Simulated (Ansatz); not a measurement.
# HF/6-31G(d) (spherical functions) run of CH6OSeSi (SMILES CO[SiH2][SeH])

Aim: the vertical ionisation energy of CH6OSeSi at HF/6-31G* (spherical functions), from 2 runs. 

The results are computed with Ansatz 0.2.0.

80 further runs of the same task are left out: 80 set aside as unsound or not needed.

### Step 1. The molecule

CH6OSeSi has 10 atoms, charge 0, and is taken as a singlet. SMILES: `CO[SiH2][SeH]`. The shape is that of a PBE0-D4/def2-TZVP optimisation. This is one conformer, not always the lowest.

Bond lengths: C1–O2 1.411 Å, O2–Si3 1.639 Å, Si3–Se4 2.261 Å, C1–H5 1.096 Å, C1–H6 1.096 Å, C1–H7 1.091 Å, Si3–H8 1.487 Å, Si3–H9 1.486 Å, Se4–H10 1.469 Å. Some angles: C1–O2–Si3 122.4°, O2–Si3–Se4 109.9°, O2–C1–H5 111.3°, O2–C1–H6 111.6°, O2–C1–H7 108.1°, O2–Si3–H8 109.0°, O2–Si3–H9 111.8°, Se4–Si3–H8 111.2°, Se4–Si3–H9 105.1°, Si3–Se4–H10 92.7°.

### Step 2. The energy at HF/6-31G(d) (spherical functions)

job.yaml

```yaml
crystal:
  periodic: [false, false, false]
  atoms:
    - symbol: C
      position_ang: [0.459500, 1.568200, 0.455800]
    - symbol: O
      position_ang: [0.708400, 0.213600, 0.148800]
    - symbol: Si
      position_ang: [-0.400300, -0.737700, -0.594100]
    - symbol: Se
      position_ang: [0.296800, -2.888700, -0.578100]
    - symbol: H
      position_ang: [0.431100, 2.182900, -0.450600]
    - symbol: H
      position_ang: [-0.487800, 1.693400, 0.993300]
    - symbol: H
      position_ang: [1.269800, 1.926000, 1.092500]
    - symbol: H
      position_ang: [-1.706900, -0.591200, 0.101000]
    - symbol: H
      position_ang: [-0.551900, -0.390800, -2.031500]
    - symbol: H
      position_ang: [0.064400, -3.026800, 0.865800]
basis:
  gaussian:
    orbitals: 6-31G_st_-spherical.json
hamiltonian:
  xc: hf
accuracy: high
output: {orbitals: {seedname: orbitals}}
```

The basis set 6-31G* is read from a file made from the Basis Set Exchange's data (not shown).

Started as:

```bash
$ ansatz run job.yaml --threads 1 --pin off --max-ram 2610MiB --events-out events.jsonl --progress --plain --runs-dir runs
```

The program printed:

```text
Warning: RAYON_NUM_THREADS=1 ignored (pool sized by the plan → 1); use --threads N
Functional definition: HF
  name "HF"
  exchange = exact_x
  correlation = 0
1991 factors; integrals over basis functions are off by at most 1.1e-8 eV
mean field evaluation 1: about -76318.0274 eV, gradient 3.0e1 eV
mean field evaluation 2: about -76318.1260 eV, gradient 3.0e1 eV
mean field evaluation 4: about -76320.3982 eV, gradient 3.3e0 eV
mean field evaluation 8: about -76320.4368 eV, gradient 1.8e-1 eV
mean field -76320.43702239 eV, -2804.7243287225 hartree, gradient 6.2e-8 eV, S^2 0.000000; 0 other end points of the search recorded, 0 dependent functions left out
reference -76320.43702239 eV, -2804.7243287225 hartree; 34, 34 occupied and 56, 56 virtual orbitals, 1991 factors
Total energy: -76320.43702239 eV, -2804.7243287225 hartree
```

Run time: 3.3 s. Hardware: 1 thread of Arm Neoverse V2, shared host; peak memory 0.28 GiB.

### Step 3. The doublet cation at the same level

molecule.yaml

```yaml
crystal:
  periodic: [false, false, false]
  atoms:
    - {symbol: C, position_ang: [0.459500, 1.568200, 0.455800]}
    - {symbol: O, position_ang: [0.708400, 0.213600, 0.148800]}
    - {symbol: Si, position_ang: [-0.400300, -0.737700, -0.594100]}
    - {symbol: Se, position_ang: [0.296800, -2.888700, -0.578100]}
    - {symbol: H, position_ang: [0.431100, 2.182900, -0.450600]}
    - {symbol: H, position_ang: [-0.487800, 1.693400, 0.993300]}
    - {symbol: H, position_ang: [1.269800, 1.926000, 1.092500]}
    - {symbol: H, position_ang: [-1.706900, -0.591200, 0.101000]}
    - {symbol: H, position_ang: [-0.551900, -0.390800, -2.031500]}
    - {symbol: H, position_ang: [0.064400, -3.026800, 0.865800]}
basis:
  gaussian: {orbitals: 6-31G_st_-spherical.json}
total_charge: 1
magnetization: {spin_polarized: true, initial_magnetization: 1}
hamiltonian: {xc: hf}
accuracy: high
output: {orbitals: {seedname: orbitals}}
```

The basis set 6-31G* is read from a file made from the Basis Set Exchange's data (not shown).

Started as:

```bash
$ ansatz run molecule.yaml --threads 1 --pin off --max-ram 2610MiB --events-out events.jsonl --progress --plain --runs-dir runs
```

The program printed:

```text
Warning: RAYON_NUM_THREADS=1 ignored (pool sized by the plan → 1); use --threads N
[... 4 set-up lines as earlier in the session ...]
1991 factors; integrals over basis functions are off by at most 1.1e-8 eV
mean field evaluation 1: about -76306.3187 eV, gradient 3.5e1 eV
mean field evaluation 2: about -76306.4275 eV, gradient 3.5e1 eV
mean field evaluation 4: about -76311.9735 eV, gradient 2.8e0 eV
mean field evaluation 8: about -76312.0600 eV, gradient 3.5e-1 eV
mean field evaluation 16: about -76312.0662 eV, gradient 2.0e-7 eV
mean field -76312.06621480 eV, -2804.4167072175 hartree, gradient 2.0e-8 eV, S^2 0.760517; 0 other end points of the search recorded, 0 dependent functions left out
reference -76312.06621480 eV, -2804.4167072175 hartree; 34, 33 occupied and 56, 57 virtual orbitals, 1991 factors
Total energy: -76312.06621480 eV, -2804.4167072175 hartree
```

Run time: 5.7 s. Hardware: 1 thread of Arm Neoverse V2, shared host; peak memory 0.39 GiB.

### Step 4. Outcome

Level: HF/6-31G* (spherical functions).

| quantity | value |
| --- | --- |
| singlet CH6OSeSi: total energy | -2804.72433 Eh |
| singlet CH6OSeSi: HOMO energy | -9.62 eV |
| singlet CH6OSeSi: LUMO energy | 3.87 eV |
| singlet CH6OSeSi: HOMO–LUMO gap | 13.48 eV |
| doublet cation: total energy | -2804.41671 Eh |
| doublet cation: HOMO energy (highest over α and β) | -16.51 eV |
| doublet cation: LUMO energy (lowest over α and β) | -7.26 eV |
| doublet cation: ⟨S²⟩ | 0.761 |
| vertical ionisation energy (to the doublet cation) | 8.371 eV |

What this shows: Removing an electron at fixed nuclei costs 8.37 eV (808 kJ/mol). The negative HOMO energy of the first species, 9.62 eV, lies 1.24 eV above that difference.
